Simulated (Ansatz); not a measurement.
This script for a geometry optimisation of C₂H₈AlNS, SMILES C[CH2][Al]([NH2])[SH] with the Ansatz DFT code, driven from Python holds a mistake.

The script, `opt.py`:
```python
'''Geometry optimisation of C2H8AlNS.'''

import itertools

import ansatz as az
from ase.data import atomic_numbers, covalent_radii
import numpy as np


def main() -> None:
    mol = (
        az.Crystal.molecule()
        .atom('C', (0.4441, 1.3576, 1.3167))
        .atom('C', (0.2085, -0.0937, 1.0729))
        .atom('Al', (0.0503, -0.5187, -0.8901))
        .atom('N', (-0.09, -2.3178, -1.4429))
        .atom('S', (0.2122, 1.1311, -2.4335))
        .atom('H', (0.4621, 1.6195, 2.3934))
        .atom('H', (1.3578, 1.7579, 0.8247))
        .atom('H', (-0.4299, 1.9827, 0.8853))
        .atom('H', (-0.7142, -0.4168, 1.6154))
        .atom('H', (1.0775, -0.642, 1.5248))
        .atom('H', (-1.0979, -2.3685, -1.9038))
        .atom('H', (-0.2299, -2.8972, -0.5558))
        .atom('H', (-1.2302, 1.3711, -2.3923))
    )

    calc = (
        mol
        .basis(gaussian='6-31G*')
        .functional('pbe0')
    )
    symbols = [site.symbol for site in mol.cartesian_sites]
    start = np.array([site.position_ang for site in mol.cartesian_sites], dtype=float)
    def progress(event):
        if event['event'] == 'relax_step':
            row = event['data']
            print(f'step {row["step"]:3d}  E = {row["lagrangian_ev"]:.6f} eV  largest force component {row["allowed_force_max_ev_ang"]:.4f} eV/A')


    r = calc.relax(force_tolerance=0.01, max_steps=30).session().plan().execute(on_event=progress).report
    end = np.array(r['positions_ang'])

    print('reference energy %16.6f eV' % r['reference_energy_ev'])
    print('total energy     %16.6f eV' % r['free_energy_ev'])
    print('occupied orbitals outside the frozen core (up, down):', r['n_occupied'], ' frozen:', r['n_frozen'], ' virtual:', r['n_virtual'])

    # pairs closer than 1.2 times the sum of covalent radii, before or after
    radius = [covalent_radii[atomic_numbers[s]] for s in symbols]
    span = lambda where, i, j: np.linalg.norm(where[i] - where[j])
    bonded = [(i, j) for i, j in itertools.combinations(range(len(symbols)), 2) if min(span(start, i, j), span(end, i, j)) < 1.2 * (radius[i] + radius[j])]
    print('pair        before    after (A)')
    for i, j in bonded:
        print(f'{symbols[i]}{i}-{symbols[j]}{j}'.ljust(10), f'{span(start, i, j):8.4f} {span(end, i, j):8.4f}')

    charges = r['charge_distribution']
    dipole = np.array(charges['dipole_moment_e_ang']) * 4.803205
    print('dipole (D): {:.3f} {:.3f} {:.3f}, length {:.3f}'.format(*dipole, np.linalg.norm(dipole)))
    print('atom  Mulliken   Lowdin')
    for symbol, m, l in zip(symbols, charges['mulliken_charges_e'], charges['lowdin_charges_e']):
        print(f'{symbol:4s} {m:9.3f} {l:8.3f}')


if __name__ == '__main__':
    main()
```

```console
$ python opt.py
Traceback (most recent call last):
  File "opt.py", line 65, in <module>
    main()
    ~~~~^^
  File "opt.py", line 30, in main
    .basis(gaussian='6-31G*')
     ^^^^^
AttributeError: 'Crystal' object has no attribute 'basis'
```

What is wrong, and how is it mended?

The fault: settings are called on the crystal, without .calculation(). Mended:

```diff
--- before
+++ after
@@ -28,3 +28,3 @@
     calc = (
-        mol
+        mol.calculation()
         .basis(gaussian='6-31G*')
@@ -40,3 +40,3 @@
 
-    r = calc.relax(force_tolerance=0.01, max_steps=30).session().plan().execute(on_event=progress).report
+    r = calc.relax(force_tolerance=0.01, max_steps=100).session().plan().execute(on_event=progress).report
     end = np.array(r['positions_ang'])
```

After the fix:

```console
$ python opt.py
step   1  E = -21115.752680 eV  largest force component 3.1643 eV/A
step   2  E = -21116.291246 eV  largest force component 2.2793 eV/A
step   3  E = -21116.459088 eV  largest force component 1.9117 eV/A
step   4  E = -21116.576986 eV  largest force component 1.2123 eV/A
step   5  E = -21116.683051 eV  largest force component 0.4745 eV/A
step   6  E = -21116.734471 eV  largest force component 0.3343 eV/A
step   7  E = -21116.770375 eV  largest force component 0.2647 eV/A
step   8  E = -21116.805682 eV  largest force component 0.1743 eV/A
step   9  E = -21116.831021 eV  largest force component 0.2378 eV/A
step  10  E = -21116.840132 eV  largest force component 0.1912 eV/A
step  11  E = -21116.847553 eV  largest force component 0.0957 eV/A
step  12  E = -21116.848885 eV  largest force component 0.0257 eV/A
step  13  E = -21116.849044 eV  largest force component 0.0103 eV/A
step  14  E = -21116.849059 eV  largest force component 0.0089 eV/A
reference energy    -21116.849089 eV
total energy        -21116.849089 eV
occupied orbitals outside the frozen core (up, down): [28, 28]  frozen: 0  virtual: [71, 71]
pair        before    after (A)
C0-C1        1.4904   1.5320
C0-H5        1.1082   1.0972
C0-H6        1.1123   1.0965
C0-H7        1.1579   1.0968
C1-Al2       2.0147   1.9682
C1-H8        1.1181   1.0999
C1-H9        1.1225   1.0997
Al2-N3       1.8873   1.7773
Al2-S4       2.2650   2.2070
N3-H10       1.1094   1.0108
N3-H11       1.0687   1.0105
S4-H12       1.4628   1.3479
dipole (D): 0.350 -1.292 2.015, length 2.419
atom  Mulliken   Lowdin
C       -0.523   -0.349
C       -0.584   -0.367
Al       0.712   -0.066
N       -0.940   -0.446
S       -0.385   -0.056
H        0.177    0.121
H        0.178    0.135
H        0.176    0.133
H        0.189    0.153
H        0.188    0.152
H        0.349    0.245
H        0.345    0.241
H        0.120    0.103
```

Reading the output:
- Total energies depend on the basis set; only differences at equal settings carry meaning.
- The end point is the stationary point reached from this start; no frequency run checks that it is a minimum, and the basis set is modest.
- The Löwdin charges here are taken after orthogonalising the functions within each atom; they differ from plain Löwdin charges, and their signs can be unphysical.
- The whole script took 78 s on 1 thread of Arm Neoverse V2 (shared host), peak memory 0.3 GiB.
